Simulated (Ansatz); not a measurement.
Predict the output of the script below (Ansatz 0.2.0 through its Python package).

Script `c2h7gano_methods.py`:
```python
# -*- coding: utf-8 -*-
"""One geometry of C2H7GaNO(-), method by method."""

from pathlib import Path
import warnings

import ansatz
import numpy as np


def main():
    warnings.simplefilter("ignore", ansatz.DeckWarning)

    geometry = (
        ansatz.Crystal.molecule()
        .atom("C", (2.1147, 0.0526, 0.3066))
        .atom("C", (0.6426, -0.0402, 0.5425))
        .atom("O", (0.2085, -0.2414, 1.7087))
        .atom("N", (-0.2649, 0.0699, -0.5574))
        .atom("Ga", (-2.1684, -0.0478, -0.3473))
        .atom("H", (2.3393, 0.9471, -0.3113))
        .atom("H", (2.66, 0.1379, 1.2705))
        .atom("H", (2.4615, -0.8566, -0.227))
        .atom("H", (0.1024, 0.2208, -1.5231))
        .atom("H", (-2.6696, 1.1206, 0.6409))
        .atom("H", (-2.5486, -1.4811, 0.2802))
        .atom("H", (-2.8775, 0.1184, -1.7834))
    )

    base = geometry.calculation()
    base = base.basis(gaussian="def2-SVP")
    base = base.charge(-1)
    base = base.accuracy("medium")

    print("functional    E (Ha)        dipole (D)   HOMO (eV)  LUMO (eV)")
    for name in ["r2scan", "hse06", "lda", "blyp", "lc_wpbe"]:
        r = base.functional(name).forces().orbitals().run(threads=1, backend="cpu", runs_dir="runs").report
        lines = Path(r["orbitals_path"]).read_text().splitlines()
        field_of = lambda key: [line.split("=")[1].strip() for line in lines if line.startswith(key)]
        orbitals = [(27.211386 * float(e), s, float(n)) for e, s, n in zip(field_of("Ene="), field_of("Spin="), field_of("Occup="))]
        homo = max(e for e, _, n in orbitals if n > 0.5)
        lumo = min(e for e, _, n in orbitals if n < 0.5)
        dipole = 4.803205 * np.linalg.norm(r["charge_distribution"]["dipole_moment_e_ang"])
        print(f"{name:10s} {r['free_energy_ev'] / 27.211386246:14.6f} {dipole:9.3f} {homo:11.3f} {lumo:10.3f}")


if __name__ == "__main__":
    main()
```

```console
$ python c2h7gano_methods.py
functional    E (Ha)        dipole (D)   HOMO (eV)  LUMO (eV)
r2scan       -2134.783160     6.104      -0.771      4.012
hse06        -2134.399707     6.209      -1.306      4.401
lda          -2130.137718     5.903      -0.551      3.650
blyp         -2134.888726     5.851      -0.313      3.968
lc_wpbe      -2134.535060     6.438      -4.355      7.141
```

Notes:
- The settings weren't tested for convergence.
- The geometry is a force-field or estimated start, not a minimum of this method, and the basis set is short of its limit. A lower total doesn't mark the better method: functionals have no common bound, and MP2 and coupled cluster aren't variational.
- An ion's dipole depends on the origin; the program takes it about the centre of nuclear charge.
- Levels such as HOMO and LUMO are orbital energies: with these approximate functionals they aren't the ionisation energy and electron affinity, and their gap isn't the fundamental gap.
- hse06 follows the composition of plane-wave codes, whose totals differ by tens of mHa, up to about 0.1 Ha, from the form usual in Gaussian-basis programs (wpbeh).
- Anions want diffuse functions, which this basis lacks.
- It ran for 27 s on 1 thread of Arm Neoverse V2, with other jobs on the host, peak memory 0.39 GiB.
